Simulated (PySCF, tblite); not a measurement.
**C₆H₁₁F₃: geometry, infrared bands and NMR shifts**

Aim: predict the infrared bands and NMR shifts of C₆H₁₁F₃ (`CCC(C)(C)C(F)(F)F`).

Programs: tblite 0.8.0 and PySCF 2.14.0, with density-fitted response routines of our own. Each step states its level of theory. These are calculated values for one molecule in the gas phase, unless marked as measured. Atoms are numbered from 0 throughout.

## 1. Starting geometry

20 atoms, charge 0, multiplicity 1; geometry from: force field or distance geometry start.

Bonds of the start (Å): C0–C1 1.54, C1–C2 1.55, C2–C3 1.52, C2–C4 1.54, C2–C5 1.55, C5–F6 1.35, C5–F7 1.34, C5–F8 1.35, C0–H9 1.09, C0–H10 1.09, C0–H11 1.08, C1–H12 1.10, C1–H13 1.09, C3–H14 1.10, C3–H15 1.11, C3–H16 1.10, C4–H17 1.10, C4–H18 1.09, C4–H19 1.10.

## 2. Geometry optimisation with GFN2-xTB

Job settings and geometry (Å):

```
{"job": {"kind": "relax", "xc": "GFN2-xTB", "basis": "xTB"}, "charge": 0, "multiplicity": 1}
C      2.153500    -0.231200    -0.284100
C      0.905200     0.641500    -0.515600
C     -0.416000     0.063400     0.045800
C     -0.354400    -0.123000     1.557800
C     -0.764100    -1.279800    -0.615900
C     -1.551800     1.068700    -0.275900
F     -1.666900     1.275600    -1.608300
F     -2.738100     0.638500     0.183100
F     -1.306500     2.267700     0.301500
H      2.046600    -1.202800    -0.768100
H      2.338100    -0.389500     0.778900
H      3.020600     0.264500    -0.705800
H      1.094200     1.619500    -0.041300
H      0.816800     0.813700    -1.587500
H     -0.068200     0.805900     2.074500
H     -1.326500    -0.440200     1.982900
H      0.372200    -0.900300     1.845200
H     -1.751500    -1.642500    -0.310600
H     -0.040400    -2.052700    -0.350700
H     -0.767800    -1.186200    -1.708900
```

Run with:

```bash
OMP_NUM_THREADS=1 python probes_run.py task.json out
```

One launch serves the whole session: the jobs run in the order shown.

**Question.** This job is followed by: GFN2-xTB harmonic vibrations, gas phase; GIAO PBE0/pcSseg-1 NMR shielding, non-relativistic, gas phase. Predict these results of the whole session: strongest single infrared mode (GFN2-xTB); zero-point energy (GFN2-xTB); 13C shifts against TMS (PBE0/pcSseg-1, means over atoms taken as alike); 1H shifts against TMS (PBE0/pcSseg-1, means over atoms taken as alike); 19F shifts against CFCl3 (PBE0/pcSseg-1, means over atoms taken as alike); surface potential, 1st and 99th percentile.

**Answer**, as computed:

| quantity | value |
| --- | --- |
| strongest single infrared mode (GFN2-xTB) | 1056 cm⁻¹, 194 km/mol |
| zero-point energy (GFN2-xTB) | 101.9 kcal/mol |
| 13C shifts against TMS (PBE0/pcSseg-1, means over atoms taken as alike) | 139.4, 44.2, 30.7, 20.2, 9.0 ppm |
| 1H shifts against TMS (PBE0/pcSseg-1, means over atoms taken as alike) | 1.66, 1.15, 0.97 ppm |
| 19F shifts against CFCl3 (PBE0/pcSseg-1, means over atoms taken as alike) | -101.0 ppm |
| surface potential, 1st and 99th percentile | -0.73 V and 0.84 V |

In words: The optimisation took 17 steps and gained 0.072 eV; among the close pairs (by a distance rule), C3–H15 changed most, from 1.107 to 1.088 Å. No mode is imaginary among the 54: a minimum at this level. GFN2-xTB is a fitted tight-binding method: band positions and strengths are rough. Its intensities can rank the bands wrongly. At PBE0/pcSseg-1: The widest tensor belongs to F6, F7, F8: span 160 ppm, with a paramagnetic part of -203 ppm.
